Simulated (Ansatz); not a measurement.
# CdS (Greenockite): a point defect seen from the nuclei (Sn on a Cd site)

How do the nuclei near a point defect see it? The defect is Sn on a Cd site in CdS (Greenockite) (cell charge 0), first unrelaxed. The cell is a supercell built from a structure deposited in the COD. Planned: a single point, then a relaxation, then a check of grid.

Program: Ansatz 0.2.0. Level of theory: DFT, PBE, plane-wave PAW, default files, scalar-relativistic, as far as a step names no other. These are calculated values, not measurements.

## (1) Starting point

The structure is triclinic, space group P1 (No. 1). Conventional cell: a = 8.300 Å, b = 10.980 Å, c = 13.474 Å, α = 90.00°, β = 90.00°, γ = 100.89°. Sn (site symmetry 1) is surrounded by 4 S at 2.53 to 2.54 Å. Cd (site symmetry 1) is surrounded by 4 S at 2.53 to 2.54 Å. Only part of the 48 independent sites is listed.

Coordinates:

```xyz
48
Lattice="8.3000 0.0000 0.0000 -6.2250 10.7820 0.0000 0.0000 0.0000 13.4740" Properties=species:S:1:pos:R:3 pbc="T T T"
Sn    0.0000    2.3960    0.0000
Cd    0.0000    2.3960    6.7370
Cd   -2.0750    5.9900    0.0000
Cd   -2.0750    5.9900    6.7370
Cd   -4.1500    9.5840    0.0000
Cd   -4.1500    9.5840    6.7370
Cd    4.1500    2.3960    0.0000
Cd    4.1500    2.3960    6.7370
Cd    2.0750    5.9900    0.0000
Cd    2.0750    5.9900    6.7370
Cd    0.0000    9.5840    0.0000
Cd    0.0000    9.5840    6.7370
Cd    2.0750    1.1980    3.3685
Cd    2.0750    1.1980   10.1055
Cd    0.0000    4.7920    3.3685
Cd    0.0000    4.7920   10.1055
Cd   -2.0750    8.3860    3.3685
Cd   -2.0750    8.3860   10.1055
Cd    6.2250    1.1980    3.3685
Cd    6.2250    1.1980   10.1055
Cd    4.1500    4.7920    3.3685
Cd    4.1500    4.7920   10.1055
Cd    2.0750    8.3860    3.3685
Cd    2.0750    8.3860   10.1055
S     0.0000    2.3960    2.5264
S     0.0000    2.3960    9.2634
S    -2.0750    5.9900    2.5264
S    -2.0750    5.9900    9.2634
S    -4.1500    9.5840    2.5264
S    -4.1500    9.5840    9.2634
S     4.1500    2.3960    2.5264
S     4.1500    2.3960    9.2634
S     2.0750    5.9900    2.5264
S     2.0750    5.9900    9.2634
S     0.0000    9.5840    2.5264
S     0.0000    9.5840    9.2634
S     2.0750    1.1980    5.8949
S     2.0750    1.1980   12.6319
S     0.0000    4.7920    5.8949
S     0.0000    4.7920   12.6319
S    -2.0750    8.3860    5.8949
S    -2.0750    8.3860   12.6319
S     6.2250    1.1980    5.8949
S     6.2250    1.1980   12.6319
S     4.1500    4.7920    5.8949
S     4.1500    4.7920   12.6319
S     2.0750    8.3860    5.8949
S     2.0750    8.3860   12.6319
```

Atom 1 of the input is the impurity.

## (2) Gradients at the starting positions

The input, input.yaml:

```yaml
crystal:
  lattice:
    - [8.3, 0.0, 0.0]
    - [-6.225, 10.7820162771, 0.0]
    - [0.0, 0.0, 13.474]
  atoms:
    - { symbol: Sn, position: [0.1666666666, 0.2222222222, 0.0] }
    - { symbol: Cd, position: [0.1666666666, 0.2222222222, 0.5] }
    - { symbol: Cd, position: [0.1666666666, 0.5555555556, 0.0] }
    - { symbol: Cd, position: [0.1666666666, 0.5555555556, 0.5] }
    - { symbol: Cd, position: [0.1666666666, 0.8888888889, 0.0] }
    - { symbol: Cd, position: [0.1666666666, 0.8888888889, 0.5] }
    - { symbol: Cd, position: [0.6666666666, 0.2222222222, 0.0] }
    - { symbol: Cd, position: [0.6666666666, 0.2222222222, 0.5] }
    - { symbol: Cd, position: [0.6666666666, 0.5555555556, 0.0] }
    - { symbol: Cd, position: [0.6666666666, 0.5555555556, 0.5] }
    - { symbol: Cd, position: [0.6666666666, 0.8888888889, 0.0] }
    - { symbol: Cd, position: [0.6666666666, 0.8888888889, 0.5] }
    - { symbol: Cd, position: [0.3333333334, 0.1111111111, 0.25] }
    - { symbol: Cd, position: [0.3333333334, 0.1111111111, 0.75] }
    - { symbol: Cd, position: [0.3333333334, 0.4444444444, 0.25] }
    - { symbol: Cd, position: [0.3333333334, 0.4444444444, 0.75] }
    - { symbol: Cd, position: [0.3333333334, 0.7777777778, 0.25] }
    - { symbol: Cd, position: [0.3333333334, 0.7777777778, 0.75] }
    - { symbol: Cd, position: [0.8333333334, 0.1111111111, 0.25] }
    - { symbol: Cd, position: [0.8333333334, 0.1111111111, 0.75] }
    - { symbol: Cd, position: [0.8333333334, 0.4444444444, 0.25] }
    - { symbol: Cd, position: [0.8333333334, 0.4444444444, 0.75] }
    - { symbol: Cd, position: [0.8333333334, 0.7777777778, 0.25] }
    - { symbol: Cd, position: [0.8333333334, 0.7777777778, 0.75] }
    - { symbol: S, position: [0.1666666666, 0.2222222222, 0.1875] }
    - { symbol: S, position: [0.1666666666, 0.2222222222, 0.6875] }
    - { symbol: S, position: [0.1666666666, 0.5555555556, 0.1875] }
    - { symbol: S, position: [0.1666666666, 0.5555555556, 0.6875] }
    - { symbol: S, position: [0.1666666666, 0.8888888889, 0.1875] }
    - { symbol: S, position: [0.1666666666, 0.8888888889, 0.6875] }
    - { symbol: S, position: [0.6666666666, 0.2222222222, 0.1875] }
    - { symbol: S, position: [0.6666666666, 0.2222222222, 0.6875] }
    - { symbol: S, position: [0.6666666666, 0.5555555556, 0.1875] }
    - { symbol: S, position: [0.6666666666, 0.5555555556, 0.6875] }
    - { symbol: S, position: [0.6666666666, 0.8888888889, 0.1875] }
    - { symbol: S, position: [0.6666666666, 0.8888888889, 0.6875] }
    - { symbol: S, position: [0.3333333334, 0.1111111111, 0.4375] }
    - { symbol: S, position: [0.3333333334, 0.1111111111, 0.9375] }
    - { symbol: S, position: [0.3333333334, 0.4444444444, 0.4375] }
    - { symbol: S, position: [0.3333333334, 0.4444444444, 0.9375] }
    - { symbol: S, position: [0.3333333334, 0.7777777778, 0.4375] }
    - { symbol: S, position: [0.3333333334, 0.7777777778, 0.9375] }
    - { symbol: S, position: [0.8333333334, 0.1111111111, 0.4375] }
    - { symbol: S, position: [0.8333333334, 0.1111111111, 0.9375] }
    - { symbol: S, position: [0.8333333334, 0.4444444444, 0.4375] }
    - { symbol: S, position: [0.8333333334, 0.4444444444, 0.9375] }
    - { symbol: S, position: [0.8333333334, 0.7777777778, 0.4375] }
    - { symbol: S, position: [0.8333333334, 0.7777777778, 0.9375] }
kpoints:
  mp_grid: { grid: [3, 2, 2] }
scf:
  occupations: { method: fermi_dirac, width: 0.01 }
hamiltonian:
  xc: pbe
  pseudopotentials: { kind: paw }
output:
  forces: true
  stress: true
  populations: true
  efg:
    quadrupole_moments_barn: { Sn: -0.132, S: -0.0694 }
    contact_densities: true
```

Command:

```
$ ansatz run input.yaml --threads 4 --pin off --max-ram 10240MiB --backend cpu --events-out ev --progress --plain --runs-dir out
```

The program printed:

```text
Warning: RAYON_NUM_THREADS=4 ignored (pool sized by the plan → 4); use --threads N
Cd, Sn: output.efg is read without spin–orbit coupling, which moves field gradients at and beside such atoms by some per cent and up to a factor of two; PAW files take it under magnetization.noncollinear and magnetization.spin_orbit
Engine: ansatz 0.2.0, aarch64-unknown-linux-gnu
Pseudopotentials: kind: paw
Pseudopotential: Sn, paw, valence charge 14, recommended cutoff 420 eV (normal), Sn.paw.azcp
Pseudopotential: Cd, paw, valence charge 20, recommended cutoff 420 eV (normal), Cd.paw.azcp
Pseudopotential: S, paw, valence charge 6, recommended cutoff 420 eV (normal), S.paw.azcp
Functional definition: PBE
  parameter kappa = 0.804
  parameter beta = 0.06672455060314922
  exchange = pbe_x(kappa = kappa, mu = beta*pi^2/3)
  correlation = pbe_c(beta = beta)
Crystal: 48 atoms, lattice volume = 1205.798 Å³
Basis set: ecut = 420 eV, 23595 PW (Γ), exchange–correlation on 120×180×192 points (8 copies of the dense FFT grid, shifted against one another)
Bands: 371, of which v1, the nominal top of the filled ones, is band 309 counted from 1 (308 counted from 0)
Symmetry: 1 space group operations
Space group: P1 (ITA 1), of the structure as read, at distance tolerance 1.1e-4 Å
k-points: 8 of 12 (time reversal used)
Non-local potential: Sn, projectors of the file, l = 0: 2, l = 1: 2, l = 2: 2, l = 3: 2
Non-local potential: Cd, projectors of the file, l = 0: 3, l = 1: 2, l = 2: 2, l = 3: 1
Non-local potential: S, projectors of the file, l = 0: 2, l = 1: 2, l = 2: 2
PAW form: soft (Blöchl's): semilocal exchange-correlation on the pseudo side does not see the compensation charge
PAW one-centre angular grid: Sn, 590 points (default); XC on 64 Gauss nodes
PAW one-centre angular grid: Cd, 590 points (default); XC on 64 Gauss nodes
PAW one-centre angular grid: S, 110 points (default); XC on 64 Gauss nodes
Initial density: superposition of atomic densities (neutral atoms: chi_scale 0, normalization atom), corrected by the library's trained network
Initial wavefunctions: pseudopotential atomic-orbital guess
Functional: x = pbe(κ = 0.804, μ = 0.2195149727645171), c = pbe(β = 0.06672455060314922)
SCF iter   1: F=—  HF=-217555.675863 eV  |F-HF|=—  |Δ(HF+E_count)|=         —  Δρ=2.98e-3  dr2=6.54e-1  ethr=1.77e-3  ⟨swp⟩=6.1  Hψ=11020  notcnv=0  defer=156
preconditioner: auto → Resta (q_TF=auto, 2.441 Å⁻¹)  ε∞=4.7  [insulator: Δε(μ)=0.292 eV  Ē_g=11.557 eV  σ=0.010 eV  W_gap=1.00  n_scr=292 (ndim 8)  ℏωp=22.3 eV  f_vac=0.124  D(μ)=0.00/eV (n_scr^D=0)  ε∞_Penn≈4.7]
SCF iter   2: F=—  HF=-217555.562383 eV  |F-HF|=—  |Δ(HF+E_count)|=   1.13e-1  Δρ=1.41e-3  dr2=9.62e-2  ethr=1.06e-4  ⟨swp⟩=2.1  Hψ=4315  notcnv=0  defer=448
SCF iter   3: F=—  HF=-217555.540916 eV  |F-HF|=—  |Δ(HF+E_count)|=   2.15e-2  Δρ=5.57e-4  dr2=8.94e-3  ethr=1.56e-5  ⟨swp⟩=3.5  Hψ=4631  notcnv=0  defer=448
SCF iter   4: F=—  HF=-217555.539378 eV  |F-HF|=—  |Δ(HF+E_count)|=   1.54e-3  Δρ=1.59e-4  dr2=5.07e-4  ethr=1.45e-6  ⟨swp⟩=2.1  Hψ=4265  notcnv=0  defer=448
SCF iter   5: F=—  HF=-217555.539566 eV  |F-HF|=—  |Δ(HF+E_count)|=   1.88e-4  Δρ=6.26e-5  dr2=6.32e-5  ethr=8.20e-8  ⟨swp⟩=2.0  Hψ=4311  notcnv=0  defer=448
SCF iter   6: F=—  HF=-217555.539908 eV  |F-HF|=—  |Δ(HF+E_count)|=   3.42e-4  Δρ=2.55e-5  dr2=9.00e-6  ethr=1.02e-8  ⟨swp⟩=2.0  Hψ=5329  notcnv=0  defer=448
SCF iter   7: F=—  HF=-217555.539917 eV  |F-HF|=—  |Δ(HF+E_count)|=   8.69e-6  Δρ=8.61e-6  dr2=1.11e-6  ethr=1.46e-9  ⟨swp⟩=2.0  Hψ=4881  notcnv=0  defer=448
SCF iter   8: F=—  HF=-217555.539918 eV  |F-HF|=—  |Δ(HF+E_count)|=   1.27e-6  Δρ=2.69e-6  dr2=1.15e-7  ethr=1.80e-10  ⟨swp⟩=2.0  Hψ=4881  notcnv=0  defer=448
SCF iter   9: F=-217555.539918 eV  HF=-217555.539918 eV  |F-HF|=7.60e-9  |Δ(HF+E_count)|=   1.66e-7  Δρ=1.03e-6  dr2=1.84e-8  ethr=1.62e-11  ⟨swp⟩=13.1  Hψ=16013  notcnv=0
SCF 1 converged in 9 iterations: F = -217555.539918 eV  dr2 = 1.84e-8
SCF converged after 9 iterations
Free energy (F): -217555.539918 eV
Harris-Foulkes:  -217555.539918 eV  (|F-HF|=7.60e-9)
Internal energy: -217555.539406 eV  (E = F + TS)
E sigma→0 (E₀):  -217555.539662 eV
Entropy (-TS):   -0.000512 eV (-0.011 meV/atom)
Fermi energy:    8.515637 eV
--- Per-component energies (eV) ---
[... 14 lines left out ...]
--- Forces (eV/Å), atoms counted from 1 ---
  atom   1  Sn     0.00136478    -0.00802938    -0.14838352
  atom   2  Cd     0.00003353     0.00078688    -0.12332947
  atom   3  Cd    -0.04730040     0.11285689    -0.06421360
  atom   4  Cd     0.00128358    -0.00154883    -0.06810073
  atom   5  Cd     0.04885075    -0.10027912    -0.07452178
  atom   6  Cd    -0.00065736     0.00089482    -0.06570922
[... 42 lines left out ...]
  max |Σ_I F_I| component: 1.76e-5 eV/Å
--- Stress (GPa, compression-positive) ---
        2.725971       0.003249       0.000915
        0.003249       2.729622      -0.003787
        0.000915      -0.003787       3.376540
  P = ⅓ Tr σ = 2.9440 GPa (29.440 kbar)
--- PAW observables at the nuclei: V_zz in 10²¹ V/m², potentials from the cell's mean, atoms counted from 1 ---
  atom   1  Sn V_zz =    -0.247023   η = 0.6115   by run symmetry: allowed   C_q = +0.7884 MHz
            electrostatic potential = -8169.911059 V   contact ρ = 1236481.860897 e/Å³
  atom   2  Cd V_zz =    -0.182149   η = 0.0155   by run symmetry: allowed
            electrostatic potential = -7704.086671 V   contact ρ = 1035901.409741 e/Å³
  atom   3  Cd V_zz =    +1.006139   η = 0.5705   by run symmetry: allowed
            electrostatic potential = -7704.026407 V   contact ρ = 1035902.795723 e/Å³
  atom   4  Cd V_zz =    -0.329846   η = 0.1010   by run symmetry: allowed
            electrostatic potential = -7704.101297 V   contact ρ = 1035901.690595 e/Å³
  atom   5  Cd V_zz =    +1.113146   η = 0.2143   by run symmetry: allowed
            electrostatic potential = -7704.041241 V   contact ρ = 1035902.735448 e/Å³
  atom   6  Cd V_zz =    -0.351913   η = 0.0633   by run symmetry: allowed
            electrostatic potential = -7704.102274 V   contact ρ = 1035901.703926 e/Å³
  atom   7  Cd V_zz =    +0.997249   η = 0.8707   by run symmetry: allowed
            electrostatic potential = -7703.960243 V   contact ρ = 1035903.285699 e/Å³
  atom   8  Cd V_zz =    -0.272802   η = 0.1545   by run symmetry: allowed
            electrostatic potential = -7704.099221 V   contact ρ = 1035901.821433 e/Å³
  atom   9  Cd V_zz =    +0.966110   η = 0.5319   by run symmetry: allowed
            electrostatic potential = -7704.008763 V   contact ρ = 1035902.436233 e/Å³
  atom  10  Cd V_zz =    -0.313323   η = 0.0506   by run symmetry: allowed
            electrostatic potential = -7704.101306 V   contact ρ = 1035901.697010 e/Å³
  atom  11  Cd V_zz =    +1.042851   η = 0.3635   by run symmetry: allowed
            electrostatic potential = -7704.034768 V   contact ρ = 1035902.428953 e/Å³
  atom  12  Cd V_zz =    -0.360544   η = 0.0751   by run symmetry: allowed
            electrostatic potential = -7704.102798 V   contact ρ = 1035901.714923 e/Å³
  atom  13  Cd V_zz =    +1.044087   η = 0.9458   by run symmetry: allowed
            electrostatic potential = -7704.001941 V   contact ρ = 1035901.762187 e/Å³
  atom  14  Cd V_zz =    +0.544965   η = 0.2923   by run symmetry: allowed
            electrostatic potential = -7704.030485 V   contact ρ = 1035901.751650 e/Å³
  atom  15  Cd V_zz =    +1.099352   η = 0.8107   by run symmetry: allowed
            electrostatic potential = -7704.009211 V   contact ρ = 1035901.849179 e/Å³
  atom  16  Cd V_zz =    +0.525144   η = 0.2375   by run symmetry: allowed
            electrostatic potential = -7704.031868 V   contact ρ = 1035901.793962 e/Å³
  atom  17  Cd V_zz =    -0.559778   η = 0.0577   by run symmetry: allowed
            electrostatic potential = -7704.057006 V   contact ρ = 1035901.451401 e/Å³
  atom  18  Cd V_zz =    -0.370168   η = 0.0247   by run symmetry: allowed
            electrostatic potential = -7704.103046 V   contact ρ = 1035901.377933 e/Å³
  atom  19  Cd V_zz =    +1.051235   η = 0.9369   by run symmetry: allowed
            electrostatic potential = -7704.001770 V   contact ρ = 1035901.770717 e/Å³
  atom  20  Cd V_zz =    +0.534147   η = 0.2888   by run symmetry: allowed
            electrostatic potential = -7704.031302 V   contact ρ = 1035901.759793 e/Å³
  atom  21  Cd V_zz =    -0.607509   η = 0.2978   by run symmetry: allowed
            electrostatic potential = -7704.051763 V   contact ρ = 1035901.530254 e/Å³
  atom  22  Cd V_zz =    -0.171841   η = 0.3961   by run symmetry: allowed
            electrostatic potential = -7704.075034 V   contact ρ = 1035901.603343 e/Å³
  atom  23  Cd V_zz =    -0.572552   η = 0.0805   by run symmetry: allowed
            electrostatic potential = -7704.059736 V   contact ρ = 1035901.484075 e/Å³
  atom  24  Cd V_zz =    -0.279363   η = 0.0524   by run symmetry: allowed
            electrostatic potential = -7704.091505 V   contact ρ = 1035901.496962 e/Å³
  atom  25  S  V_zz =    +0.255399   η = 0.1369   by run symmetry: allowed   C_q = -0.4286 MHz
            electrostatic potential = -1633.555929 V   contact ρ = 19768.958272 e/Å³
  atom  26  S  V_zz =    +0.116529   η = 0.0289   by run symmetry: allowed   C_q = -0.1955 MHz
            electrostatic potential = -1633.523541 V   contact ρ = 19766.534227 e/Å³
  atom  27  S  V_zz =    +0.157534   η = 0.8213   by run symmetry: allowed   C_q = -0.2644 MHz
            electrostatic potential = -1633.528010 V   contact ρ = 19766.602454 e/Å³
  atom  28  S  V_zz =    +0.170270   η = 0.6400   by run symmetry: allowed   C_q = -0.2857 MHz
            electrostatic potential = -1633.579063 V   contact ρ = 19766.634160 e/Å³
  atom  29  S  V_zz =    -0.186026   η = 0.3830   by run symmetry: allowed   C_q = +0.3122 MHz
            electrostatic potential = -1633.532854 V   contact ρ = 19766.600209 e/Å³
  atom  30  S  V_zz =    +0.162207   η = 0.9310   by run symmetry: allowed   C_q = -0.2722 MHz
            electrostatic potential = -1633.581636 V   contact ρ = 19766.640839 e/Å³
  atom  31  S  V_zz =    +0.263428   η = 0.8202   by run symmetry: allowed   C_q = -0.4421 MHz
            electrostatic potential = -1633.498089 V   contact ρ = 19766.603350 e/Å³
  atom  32  S  V_zz =    -0.091686   η = 0.7135   by run symmetry: allowed   C_q = +0.1539 MHz
            electrostatic potential = -1633.567399 V   contact ρ = 19766.687071 e/Å³
  atom  33  S  V_zz =    +0.189841   η = 0.7303   by run symmetry: allowed   C_q = -0.3186 MHz
            electrostatic potential = -1633.523508 V   contact ρ = 19766.594218 e/Å³
  atom  34  S  V_zz =    +0.158704   η = 0.7850   by run symmetry: allowed   C_q = -0.2663 MHz
            electrostatic potential = -1633.578097 V   contact ρ = 19766.631693 e/Å³
  atom  35  S  V_zz =    -0.172822   η = 0.5056   by run symmetry: allowed   C_q = +0.2900 MHz
            electrostatic potential = -1633.531392 V   contact ρ = 19766.595705 e/Å³
  atom  36  S  V_zz =    +0.168239   η = 0.6771   by run symmetry: allowed   C_q = -0.2823 MHz
            electrostatic potential = -1633.583696 V   contact ρ = 19766.640124 e/Å³
  atom  37  S  V_zz =    +0.334666   η = 0.2297   by run symmetry: allowed   C_q = -0.5616 MHz
            electrostatic potential = -1633.585142 V   contact ρ = 19766.704753 e/Å³
  atom  38  S  V_zz =    -0.192643   η = 0.5913   by run symmetry: allowed   C_q = +0.3233 MHz
            electrostatic potential = -1633.595265 V   contact ρ = 19769.077028 e/Å³
  atom  39  S  V_zz =    +0.300291   η = 0.0425   by run symmetry: allowed   C_q = -0.5039 MHz
            electrostatic potential = -1633.585919 V   contact ρ = 19766.708801 e/Å³
  atom  40  S  V_zz =    -0.156227   η = 0.6134   by run symmetry: allowed   C_q = +0.2622 MHz
            electrostatic potential = -1633.588647 V   contact ρ = 19769.087869 e/Å³
  atom  41  S  V_zz =    +0.285819   η = 0.0774   by run symmetry: allowed   C_q = -0.4796 MHz
            electrostatic potential = -1633.583434 V   contact ρ = 19766.590333 e/Å³
  atom  42  S  V_zz =    +0.166786   η = 0.9782   by run symmetry: allowed   C_q = -0.2799 MHz
            electrostatic potential = -1633.609783 V   contact ρ = 19766.923289 e/Å³
  atom  43  S  V_zz =    +0.334542   η = 0.2113   by run symmetry: allowed   C_q = -0.5614 MHz
            electrostatic potential = -1633.585360 V   contact ρ = 19766.705435 e/Å³
  atom  44  S  V_zz =    -0.217526   η = 0.3573   by run symmetry: allowed   C_q = +0.3650 MHz
            electrostatic potential = -1633.598586 V   contact ρ = 19769.110021 e/Å³
  atom  45  S  V_zz =    +0.233380   η = 0.4340   by run symmetry: allowed   C_q = -0.3916 MHz
            electrostatic potential = -1633.584495 V   contact ρ = 19766.613037 e/Å³
  atom  46  S  V_zz =    +0.138421   η = 0.5010   by run symmetry: allowed   C_q = -0.2323 MHz
            electrostatic potential = -1633.512252 V   contact ρ = 19766.623387 e/Å³
  atom  47  S  V_zz =    +0.238947   η = 0.2103   by run symmetry: allowed   C_q = -0.4010 MHz
            electrostatic potential = -1633.586171 V   contact ρ = 19766.600789 e/Å³
  atom  48  S  V_zz =    +0.110753   η = 0.5939   by run symmetry: allowed   C_q = -0.1859 MHz
            electrostatic potential = -1633.561782 V   contact ρ = 19766.731112 e/Å³
--- Band table (eV; the first three rows and the last of 8) ---
[... 4 lines left out ...]
--- Löwdin populations: 48 sites ---
  site symbol       q [e]
[... 48 lines left out ...]
  spilling = 0.007353 (of n_electrons = 618.000000)
```

Wall time 3.2 min (4 threads of Arm Neoverse V1, shared host); peak memory 7.7 GiB.

State: no gap over 0.1 eV on the mesh, largest force 1.313 eV/Å, pressure 2.9 GPa.

Like atoms gathered into sites: 12 of 48, those nearest the defect, the farthest of each element and the two largest gradients.

```csv
site,atoms,distance from the defect (Å),V_zz (10²¹ V/m²),η,C_Q (MHz)
Sn,1,0.00,-0.25,0.61,–
S25,25,2.53,0.26,0.14,-0.429 (³³S)
S40,40,2.54,-0.16,0.61,0.262 (³³S)
S44,44,2.54,-0.22,0.36,0.365 (³³S)
S38,38,2.54,-0.19,0.59,0.323 (³³S)
Cd15,15,4.13,1.10,0.81,–
Cd16,16,4.13,0.53,0.24,–
Cd19,19,4.13,1.05,0.94,–
Cd20,20,4.13,0.53,0.29,–
Cd5,5,4.15,1.11,0.21,–
Cd4,4,7.91,-0.33,0.10,–
S41,41,8.66,0.29,0.08,-0.480 (³³S)
```

V_zz is the principal component of the electric field gradient with the largest magnitude, η = (V_xx − V_yy)/V_zz and C_Q = eQV_zz/h. Q values from Pyykkö, Mol. Phys. 116, 1328 (2018). A dash under C_Q marks elements without a common quadrupolar isotope.

Direction of the V_zz axis (Cartesian unit vector):

```
site  atom      x      y      z
  Sn     1  -0.04   0.32   0.95
 Cd2     2   0.00   0.00   1.00
 Cd3     3   0.86  -0.45  -0.25
 Cd4     4  -0.01  -0.02   1.00
 Cd5     5  -0.02   0.97  -0.26
 Cd6     6  -0.02   0.01   1.00
 Cd7     7   1.00   0.02   0.00
 Cd8     8   0.00   0.04   1.00
 Cd9     9   0.83   0.51   0.21
Cd10    10   0.01  -0.03   1.00
```

[end of part 1 of 3]
